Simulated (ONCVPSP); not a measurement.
**An ONCV potential for La, from input to tests**

Task: generate the file, and judge it by its errors in other configurations, its logarithmic derivatives, its ghosts and its cutoff.

The numbers are computed with ONCVPSP 4.0.1 (PBE, scalar-relativistic, spin-unpolarised reference atom).

## Step 1: The design

Typed settings, in words:

```
element                 : lanthanum (La, Z = 57)
type                    : optimised norm-conserving Vanderbilt (ONCV)
frozen core             : [Kr] 4d10
valence charge          : 11
reference configuration : 5s2 5p6 5d1 6s1.5 (charge +0.5)
partial waves           : 5s+6s: rc 2.35 bohr, ncon 4, nbas 8, qcut 4.2 1/bohr, 2 projectors; 5p: rc 2.60 bohr, ncon 4, nbas 9, qcut 6.7 1/bohr, 1 projector; 5d: rc 4.00 bohr, ncon 4, nbas 8, qcut 3.4 1/bohr, 2 projectors, debl 1.4 Ha; f scattering state at 0.35 Ha: rc 3.15 bohr, ncon 3, nbas 7, qcut 3 1/bohr, 2 projectors, debl 2.2 Ha
local potential         : polynomial inside 1.50 bohr (lpopt 1, dvloc0 0 Ha)
core correction         : Teter function, fcfact 5.75, rcfact 1.25
```

## Step 2: Generation

Input file La.dat:

```
# ATOM AND REFERENCE CONFIGURATION
# atsym  z   nc   nv     iexc    psfile
  La 57.00    9    4        4      upf
#
#   n    l    f
    1    0    2.00
    2    0    2.00
    2    1    6.00
    3    0    2.00
    3    1    6.00
    3    2   10.00
    4    0    2.00
    4    1    6.00
    4    2   10.00
    5    0    2.00
    5    1    6.00
    5    2    1.00
    6    0    1.50
#
# PSEUDOPOTENTIAL AND OPTIMIZATION
# lmax
    3
#
#   l,   rc,      ep,       ncon, nbas, qcut
    0    2.35    0.00    4    8    4.20
    1    2.60    0.00    4    9    6.70
    2    4.00    0.00    4    8    3.40
    3    3.15    0.35    3    7    3.00
#
# LOCAL POTENTIAL
# lloc, lpopt,  rc(5),   dvloc0
    4    1    1.50    0.00
#
# VANDERBILT-KLEINMAN-BYLANDER PROJECTORs
# l, nproj, debl
    0    2    3.50
    1    1    1.50
    2    2    1.40
    3    2    2.20
#
# MODEL CORE CHARGE
# icmod, fcfact, rcfact
    3    5.75    1.25
#
# LOG DERIVATIVE ANALYSIS
# epsh1, epsh2, depsh
   -3.00    5.00    0.02
#
# OUTPUT GRID
# rlmax, drl
    6.00    0.01
#
# TEST CONFIGURATIONS
# ncnf
    4
# nvcnf
#   n    l    f
    4
    5    0    2.00
    5    1    6.00
    5    2    1.00
    6    0    2.00
#
    4
    5    0    2.00
    5    1    6.00
    5    2    1.00
    6    0    1.00
#
    4
    5    0    2.00
    5    1    6.00
    5    2    1.00
    6    0    0.00
#
    4
    5    0    2.00
    5    1    5.00
    5    2    1.00
    6    0    2.00
#
```

On the command line:

```console
$ oncvpsp.x < La.dat > La.out
```

Q: Predict the outcome of this session. Wanted: cutoffs for 1 and 0.1 mHa per electron, occupied waves; bound ghosts; GHOST(+) flags; largest test error; largest phase difference near zero energy, channels read; rms error of d²Exc/dn², without and with the model core; projector energies reset by the program.

**Answer**, as computed:

```
                                                quantity                                 value
  cutoffs for 1 and 0.1 mHa per electron, occupied waves                       11 Ha and 14 Ha
                                            bound ghosts                       f at -611.94 eV
                                          GHOST(+) flags  s at 52 eV, f at 338 eV, f at 509 eV
                            largest test error (AE − PS)          -30 meV, for 5s2 5p5 5d1 6s2
largest phase difference near zero energy, channels read                             1.436 rad
 rms error of d²Exc/dn², without and with the model core                     2.64 and 0.93 mHa
                 projector energies reset by the program                   f: -0.262, 1.938 Ha
```

What this shows: It has a bound ghost (f), a state that the atom doesn't have, and that rules the file out. The worst unpolarised test, 5s2 5p5 5d1 6s2, is off by 30 meV on 24.6 eV; by total energies transferability rates as fair. By its cutoff, 11 Ha for the looser tolerance, it is soft on the atom at that tolerance. At the looser tolerance the 5p wave is the slowest; 5s needs 7 Ha. That counts occupied waves only; other projectors can need more. Of the channels read, f scatters worst near zero energy, by up to 1.44 rad. The program also flags highly localised states, GHOST(+) (s, f). All of this concerns the isolated atom, not yet a solid.
